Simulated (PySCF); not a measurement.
# SnI: a composite coupled-cluster curve

What constants does extrapolated CCSD(T) give for SnI, and what does each step add?

The runs use PySCF 2.14.0; CCSD(T) on ROHF, scalar-relativistic core potentials.

2 further runs of the same task are left out: 2 set aside as unsound or not needed.

### 1 Set-up

```yaml
molecule: SnI
state: doublet, unpaired electrons π ↑
smaller_basis: Sn cc-pwCVDZ-PP with ECP28, I aug-cc-pVDZ-PP with ECP28
larger_basis: Sn cc-pwCVTZ-PP with ECP28, I aug-cc-pVTZ-PP with ECP28
frozen_core_orbitals: 13
extrapolation: correlation as n⁻³ (n = 2, 3), Hartree–Fock as (n+1)·exp(−9√n)
corrections: none
distances_Å: 2.4078, 2.5173, 2.6267, 2.7361, 2.8456, 2.9824, 3.1192
masses_u: 119.9022, 126.9045
dissociation_limit: Sn + I
```

Command:

```console
$ OMP_NUM_THREADS=4 python comp.py task.json out
```

### 2 Coupled cluster at each distance

Q: Predict the outcome of this session. Wanted: for each run, Re; ωe; ωexe; αe; De.

As calculated:

```
                 level  Re (Å)  ωe (cm⁻¹)  ωexe (cm⁻¹)  αe (cm⁻¹)  De (eV)
CCSD(T), smaller basis  2.7728      184.8        0.344    9.5e-05    2.669
 CCSD(T), larger basis  2.7290      194.8        0.366   9.66e-05    2.880
                HF/CBS  2.7565      189.2        0.347   9.45e-05    2.007
               MP2/CBS  2.7009      202.0        0.363   9.56e-05    3.013
              CCSD/CBS  2.7169      198.3        0.368   9.62e-05    2.799
           CCSD(T)/CBS  2.7183      197.6        0.371   9.68e-05    2.949
```

What this shows: The last step gives Re = 2.7183 Å, ωe = 197.6 cm⁻¹ and De = 2.949 eV; the smaller basis alone is off from it by +54.5 mÅ and -0.28 eV. Near the minimum the mean field binds by 2.00 eV and correlation adds 0.94 eV of binding. T1 is 0.018. Spin–orbit coupling and excitations beyond (T) are left out.
